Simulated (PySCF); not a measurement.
# Co, Co⁺: ionisation energy in cc-pVDZ-DK

Wanted: the ionisation energy of cobalt, up a ladder of methods.

Method: unrestricted determinants in a Gaussian basis, no spin-orbit coupling in the energies. Code: PySCF 2.14.0.

## (1) What is computed

* Element: cobalt (Z = 27)
* Basis: cc-pVDZ-DK
* Hamiltonian: scalar relativity by spin-free X2C-1e
* State 1: Co: [Ar] 3d7 4s2, high-spin 4F determinant
* State 2: Co⁺: [Ar] 3d8, high-spin 3F determinant
* Methods: UHF, MN15, M06-2X, MP2
* Core shells frozen in the correlated runs: valence: [Ar] (for Co)

Outer shells as boxes (Hund's rule):

Co [Ar] 3d7 4s2
```
[Ar] core
3d [↑↓][↑↓][↑ ][↑ ][↑ ]
4s [↑↓]
```

Co+ [Ar] 3d8
```
[Ar] core
3d [↑↓][↑↓][↑↓][↑ ][↑ ]
```

One driver process ran all states and methods and kept the integrals in memory. Each run is shown as a PySCF script that sums up its settings (the driver passes frozen orbitals as a list and adds second-order terms of double hybrids); the logs are those of the runs themselves. The driver starts from symmetry-adapted Hartree-Fock orbitals, holds the occupation by maximum overlap and uses a logarithmic radial grid for functionals, so a plain start would take other cycles.

The driver's launch:

```sh
$ OMP_NUM_THREADS=1 python atomrun2.py TASK.json OUT
```

The integrals over 43 functions and the set-up took 0.82 s of CPU time.

## (2) Co, method by method

**UHF**

input.py reads:

```python
from pyscf import gto, scf, dft, mp, cc
import basis_set_exchange as bse
mol = gto.M(atom="Co 0 0 0", charge=0, spin=3, symmetry="D2h",
            basis=gto.basis.parse(bse.get_basis("cc-pVDZ-DK", elements=["Co"], fmt="nwchem", header=False)),
            nucmod="G")
mf = scf.UHF(mol).sfx2c1e()
mf.irrep_nelec = {'Ag': (6, 5), 'B1g': (1, 1), 'B2g': (1, 0), 'B3g': (1, 0), 'B1u': (2, 2), 'B2u': (2, 2), 'B3u': (2, 2)}
mf.kernel()
```

Output:

```text
damping factor = 0
level_shift factor = 0
DIIS = <class 'pyscf.scf.diis.CDIIS'>
diis_start_cycle = 1
diis_space = 10
diis_damp = 0
SCF conv_tol = 1e-09
SCF conv_tol_grad = None
number electrons alpha = 15  beta = 12
cycle= 1 E= -1391.8791110074  delta_E= -0.00644  |g|= 0.0265  |ddm|= 0.0406
cycle= 2 E= -1391.87923215898  delta_E= -0.000121  |g|= 0.00406  |ddm|= 0.00598
cycle= 3 E= -1391.87923614998  delta_E= -3.99e-06  |g|= 0.00112  |ddm|= 0.00426
cycle= 4 E= -1391.8792365546  delta_E= -4.05e-07  |g|= 0.000415  |ddm|= 0.00167
cycle= 5 E= -1391.87923671045  delta_E= -1.56e-07  |g|= 5.33e-05  |ddm|= 0.000998
cycle= 6 E= -1391.87923671244  delta_E= -1.99e-09  |g|= 9.35e-06  |ddm|= 0.000242
cycle= 7 E= -1391.8792367126  delta_E= -1.6e-10  |g|= 2.38e-06  |ddm|= 8.42e-05
converged SCF energy = -1391.8792367126  <S^2> = 3.7601951  2S+1 = 4.0050943
```

Time after the integrals: 0.26 s (1 thread of Intel Xeon Platinum 8488C, shared host).

Orbital energies by shell (radii are means over both spins):

```tsv
shell	electrons	mean orbital energy (eV)	spread (eV)	rms radius (bohr)
1s α	1	-7776.1	0	0.0648
1s β	1	-7776.1	0	0.0648
2s α	1	-966.38	0	0.276
2s β	1	-963.62	0	0.276
2p α	3	-824.04	0	0.249
2p β	3	-821.30	0	0.249
3s α	1	-129.61	0	0.831
3s β	1	-122.01	0	0.831
3p α	3	-86.993	0	0.890
3p β	3	-77.870	0	0.890
3d α	5	-19.183	1.371	1.17
3d β	2	-15.496	0	1.17
4s α	1	-7.793	0	3.36
4s β	1	-7.039	0	3.36
```

⟨S²⟩ = 3.760, ⟨L²⟩ = 12.03.

**MN15**

Changes to input.py:

```diff
@@ -5,3 +5,3 @@
             nucmod="G")
-mf = scf.UHF(mol).sfx2c1e()
+mf = dft.UKS(mol, xc="MN15").sfx2c1e()
 mf.irrep_nelec = {'Ag': (6, 5), 'B1g': (1, 1), 'B2g': (1, 0), 'B3g': (1, 0), 'B1u': (2, 2), 'B2u': (2, 2), 'B3u': (2, 2)}
```

Output:

```text
damping factor = 0
level_shift factor = 0
DIIS = <class 'pyscf.scf.diis.CDIIS'>
diis_start_cycle = 1
diis_space = 10
diis_damp = 0
SCF conv_tol = 1e-09
SCF conv_tol_grad = None
number electrons alpha = 15  beta = 12
XC functionals = MN15
    H. S. Yu, X. He, S. L. Li, and D. G. Truhlar.,  Chem. Sci. 7, 5032-5051 (2016)
    H. S. Yu, X. He, S. L. Li, and D. G. Truhlar.,  Chem. Sci. 7, 5032-5051 (2016)
cycle= 1 E= -1394.03963181048  delta_E= -0.0134  |g|= 0.11  |ddm|= 0.404
cycle= 2 E= -1394.03683966784  delta_E= 0.00279  |g|= 0.16  |ddm|= 0.321
cycle= 3 E= -1394.04235881147  delta_E= -0.00552  |g|= 0.00271  |ddm|= 0.19
cycle= 4 E= -1394.04236715215  delta_E= -8.34e-06  |g|= 0.000416  |ddm|= 0.0297
cycle= 5 E= -1394.04236740798  delta_E= -2.56e-07  |g|= 6.62e-05  |ddm|= 0.007
cycle= 6 E= -1394.04236741109  delta_E= -3.11e-09  |g|= 8.15e-06  |ddm|= 0.000722
cycle= 7 E= -1394.04236741121  delta_E= -1.13e-10  |g|= 1.2e-06  |ddm|= 0.000127
converged SCF energy = -1394.04236741121  <S^2> = 3.756  2S+1 = 4.0029989
```

It took 1.8 s on 1 thread of Intel Xeon Platinum 8488C, shared host, the integrals not counted.

**M06-2X**

Changes to input.py:

```diff
@@ -5,3 +5,3 @@
             nucmod="G")
-mf = dft.UKS(mol, xc="MN15").sfx2c1e()
+mf = dft.UKS(mol, xc="M062X").sfx2c1e()
 mf.irrep_nelec = {'Ag': (6, 5), 'B1g': (1, 1), 'B2g': (1, 0), 'B3g': (1, 0), 'B1u': (2, 2), 'B2u': (2, 2), 'B3u': (2, 2)}
```

Output:

```text
damping factor = 0
level_shift factor = 0
DIIS = <class 'pyscf.scf.diis.CDIIS'>
diis_start_cycle = 1
diis_space = 10
diis_damp = 0
SCF conv_tol = 1e-09
SCF conv_tol_grad = None
number electrons alpha = 15  beta = 12
XC functionals = M062X
    Y. Zhao and D. G. Truhlar.,  Theor. Chem. Acc. 120, 215 (2008)
    Y. Zhao and D. G. Truhlar.,  Theor. Chem. Acc. 120, 215 (2008)
cycle= 1 E= -1393.25356841776  delta_E= -0.00359  |g|= 0.0328  |ddm|= 0.204
cycle= 2 E= -1393.25363755376  delta_E= -6.91e-05  |g|= 0.0336  |ddm|= 0.107
cycle= 3 E= -1393.25389364067  delta_E= -0.000256  |g|= 0.00359  |ddm|= 0.0459
cycle= 4 E= -1393.25390193012  delta_E= -8.29e-06  |g|= 0.000454  |ddm|= 0.0146
cycle= 5 E= -1393.25390220934  delta_E= -2.79e-07  |g|= 4.9e-05  |ddm|= 0.00247
cycle= 6 E= -1393.25390221189  delta_E= -2.54e-09  |g|= 5.61e-06  |ddm|= 0.000266
cycle= 7 E= -1393.25390221191  delta_E= -2.48e-11  |g|= 1.29e-06  |ddm|= 3.06e-05
converged SCF energy = -1393.25390221191  <S^2> = 3.756839  2S+1 = 4.0034181
```

Time after the integrals: 2 s (1 thread of Intel Xeon Platinum 8488C, shared host).

**MP2 (valence)**

Changes to input.py:

```diff
@@ -5,4 +5,5 @@
             nucmod="G")
-mf = dft.UKS(mol, xc="M062X").sfx2c1e()
+mf = scf.UHF(mol).sfx2c1e()
 mf.irrep_nelec = {'Ag': (6, 5), 'B1g': (1, 1), 'B2g': (1, 0), 'B3g': (1, 0), 'B1u': (2, 2), 'B2u': (2, 2), 'B3u': (2, 2)}
 mf.kernel()
+mp.UMP2(mf, frozen=9).kernel()
```

The driver printed no log here.

It took 0.03 s on 1 thread of Intel Xeon Platinum 8488C, shared host, the integrals not counted.

With 9 electrons correlated, the MP2 correlation energy is -0.20859 hartree (-0.08293 same spin, -0.12566 opposite spin); the SCS form gives -0.17844. Largest pairs of shells: 3d-3d -0.1561, 3d-4s -0.0313, 4s-4s -0.0212.

Radial density 4πr²ρ of Co at UHF:

```tsv
r (bohr)	density	spin density
0.000997	0.242	0.000
0.00168	0.609	0.000
0.00282	1.50	0.000
0.00474	3.56	0.000
0.00798	7.95	0.001
0.0134	16.0	0.001
0.0226	26.6	0.002
0.0380	32.7	0.002
0.0639	27.8	0.006
0.107	27.5	0.038
0.181	36.8	0.239
0.304	21.0	1.098
0.511	16.2	2.680
0.860	15.5	2.643
1.45	4.15	1.019
2.43	1.14	0.155
4.09	0.357	-0.020
6.88	0.0251	-0.005
11.6	9.42e-05	0.000
```

## (3) Co⁺: the ladder of methods

**UHF**

input.py reads:

```python
from pyscf import gto, scf, dft, mp, cc
import basis_set_exchange as bse
mol = gto.M(atom="Co 0 0 0", charge=1, spin=2, symmetry="D2h",
            basis=gto.basis.parse(bse.get_basis("cc-pVDZ-DK", elements=["Co"], fmt="nwchem", header=False)),
            nucmod="G")
mf = scf.UHF(mol).sfx2c1e()
mf.irrep_nelec = {'Ag': (5, 3), 'B1g': (1, 1), 'B2g': (1, 1), 'B3g': (1, 1), 'B1u': (2, 2), 'B2u': (2, 2), 'B3u': (2, 2)}
mf.kernel()
```

Output:

```text
damping factor = 0
level_shift factor = 0
DIIS = <class 'pyscf.scf.diis.CDIIS'>
diis_start_cycle = 1
diis_space = 10
diis_damp = 0
SCF conv_tol = 1e-09
SCF conv_tol_grad = None
number electrons alpha = 14  beta = 12
cycle= 1 E= -1391.57485148262  delta_E= -0.00603  |g|= 0.0254  |ddm|= 0.0394
cycle= 2 E= -1391.57496304504  delta_E= -0.000112  |g|= 0.00414  |ddm|= 0.00596
cycle= 3 E= -1391.57496685606  delta_E= -3.81e-06  |g|= 0.00209  |ddm|= 0.00564
cycle= 4 E= -1391.57496793896  delta_E= -1.08e-06  |g|= 0.000549  |ddm|= 0.00257
cycle= 5 E= -1391.57496830114  delta_E= -3.62e-07  |g|= 9.9e-05  |ddm|= 0.00122
cycle= 6 E= -1391.5749683074  delta_E= -6.25e-09  |g|= 1.63e-05  |ddm|= 0.000299
cycle= 7 E= -1391.57496830764  delta_E= -2.47e-10  |g|= 3.94e-06  |ddm|= 4.31e-05
converged SCF energy = -1391.57496830764  <S^2> = 2.0050212  2S+1 = 3.0033456
```

It took 0.24 s on 1 thread of Intel Xeon Platinum 8488C, shared host, the integrals not counted.

The occupied shells:

```tsv
shell	electrons	mean orbital energy (eV)	spread (eV)	rms radius (bohr)
1s α	1	-7778.8	0	0.0648
1s β	1	-7778.8	0	0.0648
2s α	1	-967.68	0	0.276
2s β	1	-965.97	0	0.276
2p α	3	-825.52	0	0.249
2p β	3	-823.82	0	0.249
3s α	1	-130.31	0	0.837
3s β	1	-125.42	0	0.837
3p α	3	-88.006	0	0.899
3p β	3	-82.100	0	0.899
3d α	5	-20.739	1.325	1.27
3d β	3	-18.312	0	1.27
```

⟨S²⟩ = 2.005, ⟨L²⟩ = 12.03.

**MN15**

Changes to input.py:

```diff
@@ -5,3 +5,3 @@
             nucmod="G")
-mf = scf.UHF(mol).sfx2c1e()
+mf = dft.UKS(mol, xc="MN15").sfx2c1e()
 mf.irrep_nelec = {'Ag': (5, 3), 'B1g': (1, 1), 'B2g': (1, 1), 'B3g': (1, 1), 'B1u': (2, 2), 'B2u': (2, 2), 'B3u': (2, 2)}
```

Output:

```text
damping factor = 0
level_shift factor = 0
DIIS = <class 'pyscf.scf.diis.CDIIS'>
diis_start_cycle = 1
diis_space = 10
diis_damp = 0
SCF conv_tol = 1e-09
SCF conv_tol_grad = None
number electrons alpha = 14  beta = 12
XC functionals = MN15
    H. S. Yu, X. He, S. L. Li, and D. G. Truhlar.,  Chem. Sci. 7, 5032-5051 (2016)
    H. S. Yu, X. He, S. L. Li, and D. G. Truhlar.,  Chem. Sci. 7, 5032-5051 (2016)
cycle= 1 E= -1393.76635355959  delta_E= -0.0118  |g|= 0.107  |ddm|= 0.318
cycle= 2 E= -1393.76134123066  delta_E= 0.00501  |g|= 0.191  |ddm|= 0.287
cycle= 3 E= -1393.76860936899  delta_E= -0.00727  |g|= 0.00283  |ddm|= 0.189
cycle= 4 E= -1393.7686113176  delta_E= -1.95e-06  |g|= 8.42e-05  |ddm|= 0.00277
cycle= 5 E= -1393.76861132805  delta_E= -1.05e-08  |g|= 1.33e-05  |ddm|= 0.000194
cycle= 6 E= -1393.76861132821  delta_E= -1.54e-10  |g|= 1.13e-06  |ddm|= 2.24e-05
converged SCF energy = -1393.76861132821  <S^2> = 2.0053286  2S+1 = 3.0035503
```

Time after the integrals: 1.3 s (1 thread of Intel Xeon Platinum 8488C, shared host).

**M06-2X**

Changes to input.py:

```diff
@@ -5,3 +5,3 @@
             nucmod="G")
-mf = dft.UKS(mol, xc="MN15").sfx2c1e()
+mf = dft.UKS(mol, xc="M062X").sfx2c1e()
 mf.irrep_nelec = {'Ag': (5, 3), 'B1g': (1, 1), 'B2g': (1, 1), 'B3g': (1, 1), 'B1u': (2, 2), 'B2u': (2, 2), 'B3u': (2, 2)}
```

Output:

```text
damping factor = 0
level_shift factor = 0
DIIS = <class 'pyscf.scf.diis.CDIIS'>
diis_start_cycle = 1
diis_space = 10
diis_damp = 0
SCF conv_tol = 1e-09
SCF conv_tol_grad = None
number electrons alpha = 14  beta = 12
XC functionals = M062X
    Y. Zhao and D. G. Truhlar.,  Theor. Chem. Acc. 120, 215 (2008)
    Y. Zhao and D. G. Truhlar.,  Theor. Chem. Acc. 120, 215 (2008)
cycle= 1 E= -1392.94484040675  delta_E= -0.0027  |g|= 0.0748  |ddm|= 0.147
cycle= 2 E= -1392.94334261986  delta_E= 0.0015  |g|= 0.113  |ddm|= 0.199
cycle= 3 E= -1392.94595759648  delta_E= -0.00261  |g|= 0.0011  |ddm|= 0.116
cycle= 4 E= -1392.94595805468  delta_E= -4.58e-07  |g|= 0.000186  |ddm|= 0.00161
cycle= 5 E= -1392.94595808533  delta_E= -3.06e-08  |g|= 2.91e-05  |ddm|= 0.000331
cycle= 6 E= -1392.94595808561  delta_E= -2.89e-10  |g|= 3.05e-06  |ddm|= 5.62e-05
converged SCF energy = -1392.94595808561  <S^2> = 2.0062025  2S+1 = 3.0041321
```

Time after the integrals: 1.2 s (1 thread of Intel Xeon Platinum 8488C, shared host).

**MP2 (valence)**

Changes to input.py:

```diff
@@ -5,4 +5,5 @@
             nucmod="G")
-mf = dft.UKS(mol, xc="M062X").sfx2c1e()
+mf = scf.UHF(mol).sfx2c1e()
 mf.irrep_nelec = {'Ag': (5, 3), 'B1g': (1, 1), 'B2g': (1, 1), 'B3g': (1, 1), 'B1u': (2, 2), 'B2u': (2, 2), 'B3u': (2, 2)}
 mf.kernel()
+mp.UMP2(mf, frozen=9).kernel()
```

This step left no log, only its results.

It took 0.02 s on 1 thread of Intel Xeon Platinum 8488C, shared host, the integrals not counted.

With 8 electrons correlated, the MP2 correlation energy is -0.23964 hartree (-0.09362 same spin, -0.14602 opposite spin); the SCS form gives -0.20643. Largest pairs of shells: 3d-3d -0.2396.

Radial density 4πr²ρ of Co⁺ at UHF:

```tsv
r (bohr)	density	spin density
0.000997	0.242	0.000
0.00168	0.609	0.000
0.00282	1.50	0.000
0.00474	3.56	0.000
0.00798	7.95	0.000
0.0134	15.9	0.000
0.0226	26.6	0.000
0.0380	32.7	0.001
0.0639	27.8	0.003
0.107	27.5	0.023
0.181	36.7	0.145
0.304	21.1	0.684
0.511	16.1	1.682
0.860	15.9	1.727
1.45	4.49	0.704
2.43	0.604	0.099
4.09	0.0316	-0.001
6.88	0.000343	0.000
```

Spin density of Co⁺ at UHF in the xz plane next to the nucleus (x to the right, z up), 2.3 Å wide.

Ten even steps from '0' (0.00 e/Å³) to '9' (7.61 e/Å³):
```
00000000000000000000
00000000000000000000
00000000000000000000
00000000000000000000
00000000011000000000
00000000122100000000
00000001266210000000
00000011288211000000
00000122299222100000
00001268900986210000
00001268900986210000
00000122299222100000
00000011288211000000
00000001266210000000
00000000122100000000
00000000011000000000
00000000000000000000
00000000000000000000
00000000000000000000
00000000000000000000
```

## (4) How the shells move

Highest occupied Hartree-Fock shell of each state: Co 4s β at -7.039 eV; Co⁺ 3d β at -18.312 eV.

## (5) Differences of total energies

Ionisation energy: Co [Ar] 3d7 4s2 (4F) → Co⁺ [Ar] 3d8 (3F).

```tsv
method	value (eV)	error (eV)	CPU time, both states (s)
UHF	8.280	+0.410	0.5
MN15	7.449	-0.420	3.2
M06-2X	8.380	+0.510	3.2
MP2 (valence)	7.435	-0.435	0.55
SCS-MP2 (valence)	7.518	-0.351	0.55
```

Reference: 7.869 eV (measured; NIST levels, between the centres of gravity of the two terms). Errors of the correlated levels include the incompleteness of this basis.

Times are CPU seconds on a shared host without the integrals; correlated rows include their Hartree-Fock run, whose time holds the symmetry-adapted start and any spin-orbit constants, while functionals begin from orbitals already made.

## (6) Outcome

| quantity | value |
| --- | --- |
| ionisation energy, Co | UHF 8.280, MP2 (valence) 7.435 eV; reference 7.869 |

Each level's miss and price (over 1 difference):

```tsv
method	mean absolute miss against the measured value (with the measured fine structure taken into account where it is known) (eV)	CPU time, both states (s)
UHF	0.410	0.5
MN15	0.420	3.2
M06-2X	0.510	3.2
MP2 (valence)	0.435	0.55
SCS-MP2 (valence)	0.351	0.55
```

What this shows: Against experiment SCS-MP2 (valence) comes closest (off by 0.35 eV) and M06-2X is farthest (0.51 eV). The basis is finite, and no extrapolation was made. The dearest level timed, M06-2X, costs 6.4 times the cheapest, UHF, and differs from the measured value (with the measured fine structure taken into account where it is known) by 0.51 against 0.41 eV.
